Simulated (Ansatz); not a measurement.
**B2H6SeSi: vertical spin-state energies, by script**

Which spin state of B2H6SeSi lies lowest at this geometry? Aim: vertical spin-state energies, for B2H6SeSi, run from a script. SMILES: B[SiH2][Se]B.

Program: the Python package of Ansatz 0.2.0. Level of theory: r2SCAN+D3(BJ)/cc-pVDZ. These are calculated values, not measurements.

## 1. The system

Bond lengths: B1–Si2 1.888 Å, Si2–Se3 2.259 Å, Se3–B4 1.920 Å, B1–H5 1.189 Å, B1–H6 1.239 Å, Si2–H7 1.494 Å, Si2–H8 1.453 Å, B4–H9 1.150 Å, B4–H10 1.252 Å. Angles: B1–Si2–Se3 108.2°, B1–Si2–H7 109.9°, B1–Si2–H8 111.9°, Se3–Si2–H7 109.0°, Se3–Si2–H8 109.7°, H7–Si2–H8 108.1°, Si2–B1–H5 122.2°, Si2–B1–H6 121.1°, H5–B1–H6 116.4°, Si2–Se3–B4 92.9°, Se3–B4–H9 124.7°, Se3–B4–H10 120.4°, H9–B4–H10 114.8°.

No structure file is read: the coordinates are typed or built in the script.

## 2. Script

Input file spin.py:

```python
import ansatz as az

molecule = (
    az.Crystal.molecule()
    .atom("B", [-0.7372, 1.5173, 0.2567])
    .atom("Si", [0.6759, 0.6771, -0.6724])
    .atom("Se", [1.59, -0.8779, 0.688])
    .atom("B", [0.0639, -2.0356, 0.5542])
    .atom("H", [-1.7047, 0.9229, 0.6104])
    .atom("H", [-0.752, 2.7445, 0.4246])
    .atom("H", [1.7191, 1.6841, -1.0315])
    .atom("H", [0.2178, 0.0459, -1.8982])
    .atom("H", [-0.0861, -2.828, -0.2663])
    .atom("H", [-0.9037, -1.9014, 1.3375])
)

setup = molecule.calculation().basis(gaussian="cc-pVDZ").functional("r2scan", dispersion="d3bj")
found = {}
for unpaired in [0, 2]:
    r = setup.spin("collinear", total=unpaired).run(threads=1).report
    s = unpaired / 2
    found[unpaired] = r["free_energy_ev"]
    print(f"2S+1 = {unpaired + 1}: E = {found[unpaired]:.5f} eV, <S^2> = {abs(r['mean_field']['state']['spin_squared']):.3f} (pure state {s * (s + 1):.2f})")
lowest = min(found, key=found.get)
for unpaired, e in found.items():
    print(f"multiplicity {unpaired + 1}: {(e - found[lowest]):.3f} eV above the lowest")
```

## 3. The input behind the calls

The package turns the script's settings into the engine's input (first run):

```yaml
crystal:
  periodic: [false, false, false]
  atoms:
    - { symbol: B, position_ang: [-0.7372, 1.5173, 0.2567] }
    - { symbol: Si, position_ang: [0.6759, 0.6771, -0.6724] }
    - { symbol: Se, position_ang: [1.59, -0.8779, 0.688] }
    - { symbol: B, position_ang: [0.0639, -2.0356, 0.5542] }
    - { symbol: H, position_ang: [-1.7047, 0.9229, 0.6104] }
    - { symbol: H, position_ang: [-0.752, 2.7445, 0.4246] }
    - { symbol: H, position_ang: [1.7191, 1.6841, -1.0315] }
    - { symbol: H, position_ang: [0.2178, 0.0459, -1.8982] }
    - { symbol: H, position_ang: [-0.0861, -2.828, -0.2663] }
    - { symbol: H, position_ang: [-0.9037, -1.9014, 1.3375] }
basis:
  gaussian:
    orbitals: cc-pVDZ
hamiltonian:
  xc: r2scan
  dispersion: d3bj
magnetization:
  spin_polarized: true
  initial_magnetization: 0.0
```

## 4. The run

On the command line:

```sh
$ python spin.py
```

**Question.** Which spin state is lowest at this geometry, and how far above lie the others?

**Answer**, as computed:

| quantity | value |
| --- | --- |
| runs compared | 2 |
| lowest | run 1 (2S+1 = 1) |
| next above it by | 2.136 eV |

In words: In order: multiplicity 1 (+0.00 eV) and multiplicity 3 (+2.14 eV), all at the one geometry. These settings explore the input space; basis and method may be short of convergence. The geometry is a force-field or estimated start, not a minimum of this method, and the basis set is short of its limit. All parts are taken at fixed geometry, without zero-point energy.
